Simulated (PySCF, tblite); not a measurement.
# C₅H₇NO₂S: a rotation path, then NMR shifts on frames, part 2 of 2

tblite 0.8.0 and PySCF 2.14.0. Atoms count from 0. The steps go on from the part before.

### 5 Shielding tensors: image 4, PBE0/pcSseg-1

What the job is given:

```
{"job": {"kind": "nmr", "xc": "PBE0", "basis": "pcSseg-1", "pop": false}, "charge": 0, "multiplicity": 1}
C     -1.455300     1.654700    -0.297700
C     -1.311000     0.366500    -0.038100
C     -0.998800    -0.650800    -1.064200
S      0.748400    -1.223800    -0.912100
O      0.738600    -2.642700    -0.688200
O      1.504000    -0.721800    -2.020100
C      1.476100    -0.510800     0.638900
C      1.455400     0.911800     0.678700
N      1.469000     2.054100     0.735800
H     -1.368000     2.042300    -1.298400
H     -1.641700     2.371600     0.481700
H     -1.408500    -0.000400     0.975200
H     -1.069100    -0.254500    -2.073400
H     -1.588000    -1.558200    -0.957600
H      0.936800    -0.957800     1.470300
H      2.504400    -0.871400     0.616000
```

Method: GIAO PBE0/pcSseg-1 NMR shielding, non-relativistic, gas phase.

The log of the run:

```text
coarse grid: 14632 points
cycle   1  E = -796.9838330972  dE =  2.044e+00  |g| = 1.238e+00  |ddm| = 3.939e+00
cycle   2  E = -795.9325744501  dE =  1.051e+00  |g| = 2.649e+00  |ddm| = 3.388e+00
cycle   3  E = -797.2648612397  dE = -1.332e+00  |g| = 2.547e-01  |ddm| = 2.515e+00
cycle   4  E = -797.2742502421  dE = -9.389e-03  |g| = 1.647e-01  |ddm| = 2.794e-01
cycle   5  E = -797.2793143603  dE = -5.064e-03  |g| = 6.078e-02  |ddm| = 1.372e-01
cycle   6  E = -797.2801220022  dE = -8.076e-04  |g| = 8.100e-03  |ddm| = 4.881e-02
cycle   7  E = -797.2801340431  dE = -1.204e-05  |g| = 3.733e-03  |ddm| = 9.360e-03
cycle   8  E = -797.2801370800  dE = -3.037e-06  |g| = 1.189e-03  |ddm| = 3.517e-03
final grid: 138800 points
cycle   9  E = -797.3563866009  dE = -3.218e-05  |g| = 1.250e-02  |ddm| = 3.223e-02
cycle  10  E = -797.3563460087  dE =  4.059e-05  |g| = 1.879e-02  |ddm| = 2.810e-02
cycle  11  E = -797.3564201418  dE = -7.413e-05  |g| = 2.829e-03  |ddm| = 1.820e-02
cycle  12  E = -797.3564216031  dE = -1.461e-06  |g| = 4.624e-04  |ddm| = 2.316e-03
cycle  13  E = -797.3564216264  dE = -2.325e-08  |g| = 3.442e-04  |ddm| = 5.233e-04
cycle  14  E = -797.3564216515  dE = -2.517e-08  |g| = 5.763e-05  |ddm| = 2.451e-04
cycle  15  E = -797.3564216521  dE = -5.480e-10  |g| = 2.876e-05  |ddm| = 6.380e-05
converged SCF energy = -797.3564216521

GIAO shielding tensors (ppm)
atom      isotropic    diamagn.    paramagn.     s11        s22        s33       span
  0 C       41.655     255.748    -214.093    -81.180     46.331    159.814    240.994
  1 C       58.760     261.383    -202.623    -60.012     69.183    167.109    227.120
  2 C      109.689     256.116    -146.427     81.485     85.513    162.068     80.583
  3 S      206.755    1050.591    -843.836     36.257    184.469    399.539    363.281
  4 O       84.559     397.630    -313.071     29.240     68.628    155.808    126.568
  5 O       90.426     399.060    -308.633     59.201     87.613    124.464     65.263
  6 C      139.349     257.450    -118.101    118.489    122.005    177.551     59.062
  7 C       67.406     263.314    -195.907    -51.989    -37.614    291.822    343.811
  8 N      -59.616     340.476    -400.092   -227.823   -211.695    260.669    488.491
  9 H       25.272      32.248      -6.976     20.670     25.634     29.511      8.841
 10 H       25.423      31.671      -6.249     21.770     25.482     29.016      7.245
 11 H       25.451      34.965      -9.513     22.745     25.750     27.859      5.114
 12 H       27.364      31.910      -4.546     25.298     26.712     30.083      4.785
 13 H       27.437      30.801      -3.364     24.809     27.405     30.097      5.289
 14 H       28.309      31.942      -3.633     25.496     28.028     31.404      5.908
 15 H       28.288      27.705       0.583     25.173     27.802     31.889      6.716
```

It took 23 s on 1 thread of Arm Neoverse V2, shared host; peak memory 0.9 GiB.

In short: δ C0 145.3, C1 128.2, C7 119.5, C2 77.2, H9 6.45, H10 6.29 ppm.

### 6 NMR shieldings: image 6, PBE0/pcSseg-1

What the job is given:

```
{"job": {"kind": "nmr", "xc": "PBE0", "basis": "pcSseg-1", "pop": false}, "charge": 0, "multiplicity": 1}
C     -1.472900     1.733800    -0.668500
C     -1.255500     0.562500    -0.094900
C     -1.047200    -0.698600    -0.836700
S      0.749800    -1.064200    -0.982800
O      0.900600    -2.483500    -1.147000
O      1.337500    -0.204700    -1.964300
C      1.542400    -0.690900     0.653700
C      1.398300     0.664000     1.065100
N      1.304800     1.744900     1.428200
H     -1.553500     1.837400    -1.737200
H     -1.569100     2.631700    -0.084400
H     -1.196100     0.489600     0.982500
H     -1.376300    -0.634500    -1.871300
H     -1.476100    -1.568800    -0.348600
H      1.112800    -1.386500     1.371100
H      2.592900    -0.923300     0.481600
```

With the program's defaults for keys left out, this is: GIAO PBE0/pcSseg-1 NMR shielding, non-relativistic, gas phase.

The log of the run:

```text
coarse grid: 14632 points
cycle   1  E = -796.9876313887  dE =  2.044e+00  |g| = 1.237e+00  |ddm| = 3.923e+00
cycle   2  E = -795.9383416234  dE =  1.049e+00  |g| = 2.646e+00  |ddm| = 3.455e+00
cycle   3  E = -797.2686396273  dE = -1.330e+00  |g| = 2.506e-01  |ddm| = 2.568e+00
cycle   4  E = -797.2777445273  dE = -9.105e-03  |g| = 1.621e-01  |ddm| = 2.762e-01
cycle   5  E = -797.2826468095  dE = -4.902e-03  |g| = 5.984e-02  |ddm| = 1.351e-01
cycle   6  E = -797.2834230934  dE = -7.763e-04  |g| = 8.826e-03  |ddm| = 4.869e-02
cycle   7  E = -797.2834375284  dE = -1.444e-05  |g| = 3.975e-03  |ddm| = 9.681e-03
cycle   8  E = -797.2834410781  dE = -3.550e-06  |g| = 1.176e-03  |ddm| = 3.704e-03
final grid: 138800 points
cycle   9  E = -797.3600076095  dE = -2.873e-05  |g| = 1.244e-02  |ddm| = 3.143e-02
cycle  10  E = -797.3599673617  dE =  4.025e-05  |g| = 1.876e-02  |ddm| = 2.845e-02
cycle  11  E = -797.3600405074  dE = -7.315e-05  |g| = 2.732e-03  |ddm| = 1.843e-02
cycle  12  E = -797.3600418784  dE = -1.371e-06  |g| = 3.678e-04  |ddm| = 2.264e-03
cycle  13  E = -797.3600418892  dE = -1.078e-08  |g| = 3.076e-04  |ddm| = 4.456e-04
cycle  14  E = -797.3600419090  dE = -1.981e-08  |g| = 6.479e-05  |ddm| = 2.280e-04
cycle  15  E = -797.3600419097  dE = -7.390e-10  |g| = 2.819e-05  |ddm| = 6.604e-05
converged SCF energy = -797.3600419097

GIAO shielding tensors (ppm)
atom      isotropic    diamagn.    paramagn.     s11        s22        s33       span
  0 C       47.269     254.931    -207.662    -69.421     50.440    160.787    230.209
  1 C       55.133     261.836    -206.702    -67.244     66.073    166.570    233.814
  2 C      113.032     256.975    -143.943     81.144     98.595    159.358     78.214
  3 S      202.377    1051.234    -848.857     37.569    178.973    390.590    353.021
  4 O       94.132     397.289    -303.156     35.926     78.747    167.724    131.798
  5 O      106.145     400.931    -294.786     63.686    110.022    144.728     81.042
  6 C      140.514     257.849    -117.335    119.413    121.790    180.339     60.927
  7 C       68.166     263.264    -195.097    -47.242    -38.305    290.046    337.288
  8 N      -58.823     340.231    -399.054   -228.331   -211.061    262.922    491.253
  9 H       25.425      31.593      -6.168     21.159     25.315     29.801      8.643
 10 H       25.686      31.296      -5.610     22.429     25.092     29.535      7.106
 11 H       25.009      35.781     -10.773     22.800     24.798     27.429      4.629
 12 H       27.743      31.489      -3.746     24.824     27.519     30.887      6.063
 13 H       27.618      31.956      -4.338     24.839     27.677     30.338      5.499
 14 H       28.288      31.207      -2.919     24.890     28.327     31.647      6.757
 15 H       28.225      27.721       0.505     25.002     27.824     31.850      6.848
```

Wall time 23 s (1 thread of Arm Neoverse V2, shared host); peak memory 0.89 GiB.

This run: δ C0 139.7, C1 131.8, C7 118.8, C2 73.9, H11 6.71, H9 6.29 ppm.

### 7 NMR shieldings: image 8, PBE0/pcSseg-1

What the job is given:

```
{"job": {"kind": "nmr", "xc": "PBE0", "basis": "pcSseg-1", "pop": false}, "charge": 0, "multiplicity": 1}
C     -1.467800     1.723800    -0.988600
C     -1.320500     0.728500    -0.130900
C     -1.057400    -0.664100    -0.558900
S      0.713800    -0.869200    -0.999000
O      0.892100    -2.196500    -1.518700
O      1.160200     0.233100    -1.793800
C      1.651200    -0.846300     0.603700
C      1.409900     0.359500     1.316100
N      1.196800     1.322800     1.895300
H     -1.429000     1.563500    -2.052700
H     -1.617000     2.735300    -0.655500
H     -1.341800     0.912600     0.933800
H     -1.566900    -0.924000    -1.484300
H     -1.259900    -1.411700     0.201600
H      1.331200    -1.722900     1.162000
H      2.697500    -0.935600     0.316500
```

Level: GIAO PBE0/pcSseg-1 NMR shielding, non-relativistic, gas phase.

The log of the run:

```text
coarse grid: 14632 points
cycle   1  E = -796.9927785278  dE =  2.044e+00  |g| = 1.232e+00  |ddm| = 3.916e+00
cycle   2  E = -795.9534517622  dE =  1.039e+00  |g| = 2.634e+00  |ddm| = 3.435e+00
cycle   3  E = -797.2722346249  dE = -1.319e+00  |g| = 2.470e-01  |ddm| = 2.554e+00
cycle   4  E = -797.2811654275  dE = -8.931e-03  |g| = 1.587e-01  |ddm| = 2.737e-01
cycle   5  E = -797.2858044436  dE = -4.639e-03  |g| = 5.909e-02  |ddm| = 1.327e-01
cycle   6  E = -797.2865561840  dE = -7.517e-04  |g| = 9.443e-03  |ddm| = 4.853e-02
cycle   7  E = -797.2865727095  dE = -1.653e-05  |g| = 4.230e-03  |ddm| = 1.010e-02
cycle   8  E = -797.2865767314  dE = -4.022e-06  |g| = 1.241e-03  |ddm| = 4.016e-03
final grid: 138800 points
cycle   9  E = -797.3625423608  dE = -2.415e-05  |g| = 1.254e-02  |ddm| = 2.983e-02
cycle  10  E = -797.3625002782  dE =  4.208e-05  |g| = 1.909e-02  |ddm| = 2.850e-02
cycle  11  E = -797.3625753205  dE = -7.504e-05  |g| = 3.000e-03  |ddm| = 1.862e-02
cycle  12  E = -797.3625770097  dE = -1.689e-06  |g| = 4.724e-04  |ddm| = 2.463e-03
cycle  13  E = -797.3625770386  dE = -2.884e-08  |g| = 3.066e-04  |ddm| = 4.858e-04
cycle  14  E = -797.3625770582  dE = -1.962e-08  |g| = 5.944e-05  |ddm| = 2.199e-04
cycle  15  E = -797.3625770588  dE = -6.362e-10  |g| = 2.548e-05  |ddm| = 6.130e-05
converged SCF energy = -797.3625770588

GIAO shielding tensors (ppm)
atom      isotropic    diamagn.    paramagn.     s11        s22        s33       span
  0 C       47.742     255.334    -207.591    -71.282     51.379    163.129    234.411
  1 C       55.373     260.859    -205.486    -64.819     64.783    166.155    230.975
  2 C      117.836     258.520    -140.684     81.804    111.674    160.030     78.226
  3 S      198.783    1052.184    -853.401     38.570    177.862    379.916    341.346
  4 O      100.336     397.700    -297.364     47.748     94.728    158.532    110.784
  5 O      109.114     402.290    -293.176     49.318    100.499    177.524    128.206
  6 C      140.207     258.283    -118.076    117.866    121.774    180.982     63.116
  7 C       69.372     264.007    -194.634    -41.132    -39.000    288.249    329.382
  8 N      -53.433     340.083    -393.516   -226.471   -210.021    276.192    502.663
  9 H       25.522      31.912      -6.390     20.868     25.116     30.582      9.714
 10 H       25.597      30.733      -5.135     22.523     25.136     29.133      6.611
 11 H       25.160      35.097      -9.936     23.444     24.513     27.524      4.080
 12 H       27.978      31.727      -3.749     24.087     27.722     32.124      8.037
 13 H       27.891      33.283      -5.392     25.741     27.553     30.379      4.638
 14 H       28.375      30.740      -2.365     24.937     28.114     32.074      7.137
 15 H       28.209      27.823       0.386     24.934     27.559     32.135      7.202
```

Wall time 23 s (1 thread of Arm Neoverse V2, shared host); peak memory 0.89 GiB.

This run: δ C0 139.2, C1 131.6, C7 117.6, C2 69.1, H11 6.56, H9 6.19 ppm.

### 8 Side by side: NMR shifts

Shifts (ppm) of some atoms, chosen among heavy atoms and hydrogens apart, with basis size and wall time:

| frame | C0 | C2 | H11 | H12 | S3 | O5 | O4 | functions | time |
| --- | --- | --- | --- | --- | --- | --- | --- | --- | --- |
| image 0 | 135.0 | 64.3 | 6.34 | 4.57 | 314 | 238.1 | 231.8 | 195 | 23 s |
| image 2 | 144.1 | 73.1 | 6.05 | 4.32 | 310 | 248.4 | 245.0 | 195 | 23 s |
| image 4 | 145.3 | 77.2 | 6.27 | 4.35 | 297 | 245.7 | 251.5 | 195 | 23 s |
| image 6 | 139.7 | 73.9 | 6.71 | 3.97 | 301 | 229.9 | 241.9 | 195 | 23 s |
| image 8 | 139.2 | 69.1 | 6.56 | 3.74 | 305 | 227.0 | 235.7 | 195 | 23 s |

### 9 Summary of results

The summary covers parts 1 to 2.

| quantity | value |
| --- | --- |
| barrier | 0.154 eV (3.5 kcal/mol) at image 4 |
| end to end (GFN2-xTB) | 0.078 eV |
| ¹³C shifts against TMS (PBE0/pcSseg-1, image 0) | 135.2, 135.0, 118.7, 64.3, 43.5 ppm |
| ¹H shifts against TMS (PBE0/pcSseg-1, image 0) | 6.34, 6.30, 6.01, 4.57, 3.84, 3.72, 3.36 ppm |
| ³³S shifts against CS2 (PBE0/pcSseg-1, image 0) | 314 ppm |
| ¹⁷O shifts against H2O (PBE0/pcSseg-1, image 0) | 238.1, 231.8 ppm |
| ¹⁵N shifts against NH3 (PBE0/pcSseg-1, image 0) | 318.3 ppm |
| range of the shift of O5 | 227.0 to 248.4 ppm |

Along the band the dihedral turns by 132°, and the top (dihedral 8°) lies 3.5 kcal/mol above the start (GFN2-xTB, rough), so at room temperature this motion is fast. The top was not checked by a frequency run. Shifts at one fixed geometry are not the observed spectrum, which averages over the motion. In the first frame run (image 0): Shielding is most anisotropic at N8 (span 490 ppm, paramagnetic term -391 ppm). In ppm, O5 moves most: its shift spreads over 21.5 ppm, from 227.0 (image 8) to 248.4 (image 2).
